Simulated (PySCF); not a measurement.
# GdH4O2 (Gd(H2O)23+): the cost of one run

Program: PySCF 2.14.0. Level of theory: BP86, Gd lcecp-1-SVP with ECP53, O def2-SVP, H def2-SVP; scalar-relativistic core potentials, no spin–orbit coupling. These are calculated values, not measurements.

2 further runs of the same task are left out: 2 for a known fault of the program.

## (1) The system as given

7 atoms, charge 3, spin multiplicity 1.

Bond lengths: Gd1–O2 2.473 Å, Gd1–O5 2.473 Å, O2–H3 0.970 Å, O2–H4 0.970 Å, O5–H6 0.970 Å, O5–H7 0.970 Å. Angles: O2–Gd1–O5 180.0°, Gd1–O2–H3 127.5°, Gd1–O2–H4 127.5°, H3–O2–H4 105.1°, Gd1–O5–H6 127.5°, Gd1–O5–H7 127.5°, H6–O5–H7 105.1°.

Geometry (Å):

```tsv
atom	x (Å)	y (Å)	z (Å)
Gd1	0.00000	0.00000	0.00000
O2	0.00000	0.00000	2.47250
H3	0.54450	0.54450	3.06250
H4	-0.54450	-0.54450	3.06250
O5	0.00000	0.00000	-2.47250
H6	0.54450	-0.54450	-3.06250
H7	-0.54450	0.54450	-3.06250
```

Formal oxidation states: Gd +3. Each metal's 7 4f electrons lie in its core potential, so multiplicities, spins and levels count the valence alone.

## (2) SCF at the start, singlet

Contents of run.py (the lines that set the calculation):

```python
mol = gto.M(atom='''
Gd     0.00000     0.00000     0.00000
O      0.00000     0.00000     2.47250
H      0.54450     0.54450     3.06250
H     -0.54450    -0.54450     3.06250
O      0.00000     0.00000    -2.47250
H      0.54450    -0.54450    -3.06250
H     -0.54450     0.54450    -3.06250''',
    basis={'Gd': 'lcecp-1-SVP', 'O': 'def2-SVP', 'H': 'def2-SVP'},
    ecp={'Gd': 'lcecp-1-SVP'},
    charge=3, spin=0)
mf = dft.RKS(mol, xc='B88,P86')
mf.grids.atom_grid = (50, 194)  # f atoms: unpruned, at least (60, 302)
mf = mf.density_fit()  # fitting sets: Gd AutoAux, O def2-universal-JKFIT, H def2-universal-JKFIT
mf.conv_tol = 1e-08; mf.max_cycle = 55
mf.kernel(dm0)  # dm0: free metal ions and neutral atoms
```

Started as:

```console
> OMP_NUM_THREADS=2 python run.py
```

**Question.** How long does this run take on 2 threads of Intel Xeon 6975P-C (Granite Rapids), shared host, and how much memory does it need?

About 3 s, with a peak of 0.49 GiB.
